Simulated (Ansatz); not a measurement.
# C2H9BSSi: a ladder of functionals and wavefunction methods

How much do the methods differ for C2H9BSSi? The plan is to run it at one geometry with functionals of several rungs and with coupled cluster, and see how far each lands from CCSD(T) at the basis-set limit for the atomisation energy.

Computed with Ansatz 0.2.0, Gaussian basis. Level: functionals in def2-TZVPP, the program's frozen cores in correlated methods.

Levels to be run: LDA (SPW92), PBE-D4, revPBE-D4, BLYP-D4, r2SCAN-D4, B97M-V, PBE0-D4, B3LYP-D4, r2SCANh-D4, r2SCAN0-D4, HSE06-D4, BHLYP-D4, CAM-B3LYP-D4, LC-ωPBE, ωB97X-V, ωB97M-V, B2PLYP, PBE-QIDH; CCSD(T)/def2-SVP; CCSD(T)/def2-TZVPP; MP2/def2-QZVPP; extrapolation to the limit; RPA on PBE.

## (1) Structure used throughout

An earlier PBE0-D4 in a triple-zeta def2 set relaxation fixed the geometry.

SMILES `CBS[SiH2]C`, 14 atoms, charge 0, spin multiplicity 1.

Atoms are counted from 1 here; the program's logs count them from 0.

Bond lengths: C1–B2 1.557 Å, C1–H6 1.091 Å, C1–H7 1.097 Å, C1–H8 1.096 Å, B2–S3 1.790 Å, B2–H9 1.200 Å, S3–Si4 2.155 Å, Si4–C5 1.863 Å, Si4–H10 1.485 Å, Si4–H11 1.486 Å, C5–H12 1.092 Å, C5–H13 1.093 Å, C5–H14 1.092 Å. Angles: B2–C1–H6 115.0°, B2–C1–H7 109.4°, B2–C1–H8 109.6°, H6–C1–H7 108.6°, H6–C1–H8 108.7°, H7–C1–H8 105.2°, C1–B2–S3 120.8°, C1–B2–H9 120.5°, S3–B2–H9 118.7°, B2–S3–Si4 99.8°, S3–Si4–C5 111.3°, S3–Si4–H10 108.9°, S3–Si4–H11 105.5°, C5–Si4–H10 111.0°, C5–Si4–H11 110.9°, H10–Si4–H11 109.0°, Si4–C5–H12 110.5°, Si4–C5–H13 110.4° and more.

As a file:

```xyz
14
C2H9BSSi
C    -1.41681    1.24070    2.13336
B    -0.53061    0.41381    1.15542
S     0.86859    1.16466    0.32888
Si    1.55534   -0.51798   -0.82987
C     0.34707   -0.94916   -2.18085
H    -1.12310    2.28494    2.24953
H    -1.41119    0.76389    3.12096
H    -2.46178    1.20413    1.80325
H    -0.77126   -0.74298    0.94569
H     1.77141   -1.67217    0.07943
H     2.86211   -0.10061   -1.40223
H    -0.61867   -1.23001   -1.75547
H     0.72070   -1.79015   -2.77126
H     0.19542   -0.09826   -2.84816
```

## (2) LDA

This LDA is Slater exchange with PW92 correlation.

File in.yaml:

```yaml
crystal:
  periodic: [false, false, false]
  atoms:
    - {symbol: C, position_ang: [-1.416813, 1.240699, 2.133364]}
    - {symbol: B, position_ang: [-0.530611, 0.413813, 1.155425]}
    - {symbol: S, position_ang: [0.868586, 1.164658, 0.328885]}
    - {symbol: Si, position_ang: [1.555337, -0.517984, -0.829871]}
    - {symbol: C, position_ang: [0.347068, -0.949163, -2.180849]}
    - {symbol: H, position_ang: [-1.123104, 2.284938, 2.249532]}
    - {symbol: H, position_ang: [-1.411192, 0.763887, 3.120958]}
    - {symbol: H, position_ang: [-2.461782, 1.204134, 1.803247]}
    - {symbol: H, position_ang: [-0.771257, -0.742982, 0.945689]}
    - {symbol: H, position_ang: [1.771407, -1.672166, 0.079428]}
    - {symbol: H, position_ang: [2.862113, -0.100615, -1.402228]}
    - {symbol: H, position_ang: [-0.618671, -1.230009, -1.755465]}
    - {symbol: H, position_ang: [0.720700, -1.790149, -2.771257]}
    - {symbol: H, position_ang: [0.195418, -0.098259, -2.848158]}
basis:
  gaussian: {orbitals: def2-TZVPP}
hamiltonian: {xc: lda}
output: {orbitals: {seedname: orbitals}}
```

Further steps of the session: PBE-D4 (GGA); revPBE-D4 (GGA); BLYP-D4 (GGA); r2SCAN-D4 (meta-GGA); B97M-V (meta-GGA); PBE0-D4 (hybrid); B3LYP-D4 (hybrid); r2SCANh-D4 (hybrid); r2SCAN0-D4 (hybrid); HSE06-D4 (hybrid); BHLYP-D4 (hybrid); CAM-B3LYP-D4 (range-separated); LC-ωPBE (range-separated); ωB97X-V (range-separated); ωB97M-V (range-separated); B2PLYP (double hybrid); PBE-QIDH (double hybrid); CCSD(T) in def2-SVP; CCSD(T) in def2-TZVPP; MP2 in def2-QZVPP; RPA on PBE orbitals.

**Question.** What will the summary of the whole plan be? Wanted: atomisation energy, CCSD(T)/CBS; farthest beyond LDA; mean size of error, GGA; mean size of error, meta-GGA; mean size of error, hybrid; mean size of error, range-separated; mean size of error, double hybrid; gap, smallest and largest; T1 diagnostic.

The runs gave:

```
                               quantity                                                                                 value
        atomisation energy, CCSD(T)/CBS                                                                       1209.7 kcal/mol
functionals within 6.0 kcal/mol (0.5 %)  PBE0-D4, B3LYP-D4, r2SCANh-D4, r2SCAN0-D4, HSE06-D4, CAM-B3LYP-D4, LC-ωPBE, PBE-QIDH
                    farthest beyond LDA                                                             BHLYP-D4 (-16.0 kcal/mol)
                mean size of error, GGA                                                                          9.8 kcal/mol
           mean size of error, meta-GGA                                                                         10.1 kcal/mol
             mean size of error, hybrid                                                                          5.9 kcal/mol
    mean size of error, range-separated                                                                          6.3 kcal/mol
      mean size of error, double hybrid                                                                          6.2 kcal/mol
              gap, smallest and largest                                             4.68 eV (LDA (SPW92)), 11.73 eV (LC-ωPBE)
                          T1 diagnostic                                                                                0.0122
triples share of the correlation energy                                                                                 4.0 %
```

What this shows: The LDA atomisation energy is off by 146.4 kcal/mol (12 %): it overbinds. PBE-D4 is off by +13.3 kcal/mol. Double hybrids carry the basis error of their MP2 part in triple zeta, and no dispersion term here, so their miss is partly the set-up's. Taken by rung, hybrid functionals do best (5.9 kcal/mol on average) and meta-GGA ones worst beyond LDA (10.1 kcal/mol). The gap between the best rungs is small, so their order is not settled. The reference freezes the cores and leaves out relativity and excitations past (T), so misses under about 6.0 kcal/mol can't be ranked. Hartree-Fock recovers 77 % of the binding; the rest is correlation. CCSD(T) in def2-SVP is off by -59.4 kcal/mol, worse than the median functional, from the basis alone. The gap grows from 4.7 to 11.7 eV across the functionals, mostly with the share of exact exchange.
